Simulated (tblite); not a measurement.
# F2H2Zn: the cost of one run

Programs: tblite 0.8.0 and PySCF 2.14.0. All values are calculated, for the isolated system unless a continuum is named. Atoms count from 0, parts from 1.

## (1) Starting point

5 atoms, charge 2, multiplicity 1; geometry: rigid parts in contact. Parts: 1 = atom 0, `[Zn+2]`, charge 2; 2 = atoms 1–2, `F`, charge 0; 3 = atoms 3–4, `F`, charge 0.

## (2) Docking the parts with GFN2-xTB

Job settings and geometry (Å):

```
{"job": {"kind": "dock", "xc": "GFN2-xTB", "basis": "xTB"}, "charge": 2, "multiplicity": 1, "parts": [{"atoms": "0-0", "charge": 2, "multiplicity": 1}, {"atoms": "1-2", "charge": 0, "multiplicity": 1}, {"atoms": "3-4", "charge": 0, "multiplicity": 1}]}
Zn     0.346920    -0.338617    -0.199563
F      0.495600    -2.091180    -0.718896
H      0.604927    -3.101306    -0.824798
F     -0.092925     1.413349    -0.598388
H     -0.204977     2.405598    -0.470260
```

With the program's defaults for keys left out, this is: GFN2-xTB search for minima from random contacts, gas phase.

Run with:

```bash
$ OMP_NUM_THREADS=1 python cluster_run.py task.json out
```

This one command runs all jobs of the session in turn.

**Question.** How long does this first job take on 1 thread of Arm Neoverse V1, shared host?

About 7.2 s.
